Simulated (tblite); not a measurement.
# C3H9BO3Si: the cost of one run

Computed with tblite 0.8.0 and PySCF 2.14.0, with density-fitted response routines of our own, on a single molecule, in the gas phase or a continuum. Atoms are numbered from 0 throughout.

### Step 1. Starting geometry

17 atoms, charge 0, multiplicity 1; geometry from: force field or distance geometry start.

Bonds of the start (Å): Si0–O1 1.71, O1–C2 1.36, C2–C3 1.54, C3–C4 1.50, C4–O5 1.39, O5–B6 1.47, B6–O7 1.45, O7–C2 1.39, Si0–H8 1.46, Si0–H9 1.48, Si0–H10 1.46, C2–H11 1.10, C3–H12 1.09, C3–H13 1.12, C4–H14 1.12, C4–H15 1.10, B6–H16 1.19.

### Step 2. Geometry optimisation with GFN2-xTB

Job settings and geometry (Å):

```
{"job": {"kind": "relax", "xc": "GFN2-xTB", "basis": "xTB"}, "charge": 0, "multiplicity": 1}
Si     2.906800    -0.110200    -0.012200
O      1.410900     0.081400     0.784400
C      0.313400    -0.300100     0.075500
C     -0.613400     0.929300     0.053200
C     -1.983100     0.624900    -0.466500
O     -2.195400    -0.713800    -0.771100
B     -1.736800    -1.453900     0.410600
O     -0.354200    -1.266700     0.823100
H      3.141600     0.891100    -1.050000
H      3.954700     0.096000     1.006500
H      3.077500    -1.434900    -0.594500
H      0.512500    -0.673400    -0.941800
H     -0.162700     1.732200    -0.529300
H     -0.710500     1.275700     1.115100
H     -2.768400     0.913500     0.277700
H     -2.217700     1.215200    -1.368500
H     -2.582300    -1.794100     1.177800
```

The run is started by

```
> OMP_NUM_THREADS=1 python probes_run.py task.json out
```

This one command runs all jobs of the session in turn.

Q: Estimate the wall time and peak memory of this first job on 1 thread of Arm Neoverse N1, shared host.

About 2 s, with a peak of 0.18 GiB.
